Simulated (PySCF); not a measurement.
# [TaO(OH)4]−: forces at shaken geometries

Aim: move all atoms of relaxed [TaO(OH)4]− at random and read energies and forces. The species was built from a template and needn't be a known compound.

Program: PySCF 2.14.0. Level of theory: r2SCAN, Ta def2-SVP with ECP60, O def2-SVP, H def2-SVP; scalar-relativistic core potentials, no spin–orbit coupling. These are calculated values, not measurements.

4 further runs of the same task are left out: 2 for a known fault of the program, 2 that didn't finish.

## (1) The system as given

10 atoms, charge -1, spin multiplicity 1.

Bond lengths: Ta1–O2 1.801 Å, Ta1–O3 2.026 Å, Ta1–O5 1.982 Å, Ta1–H6 2.446 Å, Ta1–O7 1.974 Å, Ta1–H8 2.454 Å, Ta1–O9 2.015 Å, Ta1–H10 2.440 Å, O3–H4 0.963 Å, O5–H6 0.966 Å, O7–H8 0.966 Å, O9–H10 0.967 Å. Angles: O2–Ta1–O3 162.8°, O2–Ta1–O5 93.5°, O2–Ta1–H6 71.5°, O2–Ta1–O7 97.1°, O2–Ta1–H8 75.2°, O2–Ta1–O9 86.0°, O2–Ta1–H10 63.4°, O3–Ta1–O5 90.2°, O3–Ta1–H6 112.1°, O3–Ta1–O7 96.8°, O3–Ta1–H8 118.6°, O3–Ta1–O9 78.3°, O3–Ta1–H10 100.8°, O5–Ta1–H6 22.2°, O5–Ta1–O7 113.7°, O5–Ta1–H8 112.7°, O5–Ta1–O9 126.5°, O5–Ta1–H10 124.7° and more.

As a file:

```
atom     x (Å)     y (Å)     z (Å)
 Ta1   0.06313   0.08779  -0.24291
  O2  -0.06551  -0.27144   1.51754
  O3   0.08235  -0.10123  -2.25967
  H4  -0.34335  -0.85127  -2.68852
  O5   2.04490   0.10842  -0.21768
  H6   2.31718   0.04394   0.70683
  O7  -0.75012   1.88538  -0.18534
  H8  -0.91789   2.11193   0.73841
  O9  -1.11674  -1.52327  -0.51280
 H10  -1.31396  -1.82694   0.38416
```

Formal oxidation states: Ta +5. An earlier session relaxed this geometry at r2SCAN, Ta def2-SVP with ECP60, O def2-SVP, H def2-SVP (singlet, point group C1).

Its energy there is -435.412925 Eh.

## (2) Atoms moved at random, σ = 0.1 Å

run.py (the lines that set the calculation) reads:

```python
mol = gto.M(atom='''
Ta     0.14128     0.14270    -0.23482
O     -0.08015    -0.46196     1.48794
O      0.07315    -0.05452    -2.22188
H     -0.37248    -1.06389    -2.73188
O      1.96326     0.12876    -0.23994
H      2.38209     0.10814     0.73103
O     -0.66930     2.03024    -0.18510
H     -0.98325     2.13689     0.83301
O     -1.20059    -1.56704    -0.65402
H     -1.25400    -1.73602     0.45567''',
    basis={'Ta': 'def2-SVP', 'O': 'def2-SVP', 'H': 'def2-SVP'},
    ecp={'Ta': 'def2-SVP'},
    charge=-1, spin=0)
mf = dft.RKS(mol, xc='R2SCAN')
mf.grids.atom_grid = (50, 194)
mf = mf.density_fit()  # fitting sets: Ta def2-universal-JKFIT, O def2-universal-JKFIT, H def2-universal-JKFIT
mf.conv_tol = 1e-08; mf.max_cycle = 55
mf.kernel(dm0)  # dm0: the density of the relaxed state
```

On the command line:

```sh
> OMP_NUM_THREADS=2 python run.py
```

## (3) Atoms moved at random, σ = 0.1 Å

run.py (the lines that set the calculation) reads:

```python
mol = gto.M(atom='''
Ta    -0.13536    -0.01133    -0.20852
O     -0.02823    -0.32729     1.46422
O      0.07054    -0.14585    -2.16503
H     -0.30665    -1.01834    -2.64025
O      1.98331     0.10917    -0.22521
H      2.36745     0.10353     0.65081
O     -0.70858     1.99862    -0.15369
H     -0.90234     2.33075     0.76524
O     -1.21838    -1.63618    -0.63693
H     -1.12177    -1.73976     0.38936''',
    basis={'Ta': 'def2-SVP', 'O': 'def2-SVP', 'H': 'def2-SVP'},
    ecp={'Ta': 'def2-SVP'},
    charge=-1, spin=0)
mf = dft.RKS(mol, xc='R2SCAN')
mf.grids.atom_grid = (50, 194)
mf = mf.density_fit()  # fitting sets: Ta def2-universal-JKFIT, O def2-universal-JKFIT, H def2-universal-JKFIT
mf.conv_tol = 1e-08; mf.max_cycle = 55
mf.kernel(dm0)  # dm0: the density of the relaxed state
```

## (4) Atoms moved at random, σ = 0.03 Å

run.py (the lines that set the calculation) reads:

```python
mol = gto.M(atom='''
Ta     0.09507     0.11885    -0.21322
O     -0.06742    -0.29225     1.53663
O      0.06857    -0.08829    -2.28816
H     -0.35784    -0.83702    -2.69564
O      2.06421     0.09643    -0.17480
H      2.35505     0.05532     0.71212
O     -0.76895     1.88460    -0.19691
H     -0.93022     2.08064     0.73445
O     -1.09718    -1.51563    -0.54767
H     -1.36129    -1.83935     0.37322''',
    basis={'Ta': 'def2-SVP', 'O': 'def2-SVP', 'H': 'def2-SVP'},
    ecp={'Ta': 'def2-SVP'},
    charge=-1, spin=0)
mf = dft.RKS(mol, xc='R2SCAN')
mf.grids.atom_grid = (50, 194)
mf = mf.density_fit()  # fitting sets: Ta def2-universal-JKFIT, O def2-universal-JKFIT, H def2-universal-JKFIT
mf.conv_tol = 1e-08; mf.max_cycle = 55
mf.kernel(dm0)  # dm0: the density of the relaxed state
```

What does the calculation give? Wanted: for each run, σ; energy rise; harmonic estimate −½ F·u; largest force component.

As calculated:

| σ (Å) | energy rise (eV) | harmonic estimate −½ F·u (eV) | largest force component (eV/Å) |
| --- | --- | --- | --- |
| 0.1 | 2.537 | 2.323 | 7.02 |
| 0.1 | 1.464 | 1.444 | 5.02 |
| 0.03 | 0.153 | 0.151 | 1.90 |

Every displacement raises the energy. For a harmonic well the rise equals −½ F·u; the two differ by at most 8 % here (a move with σ = 0.1 Å), from anharmonicity, the grid and the small forces left at the relaxed point. The bases are small and lack diffuse functions. Spin–orbit coupling is left out.
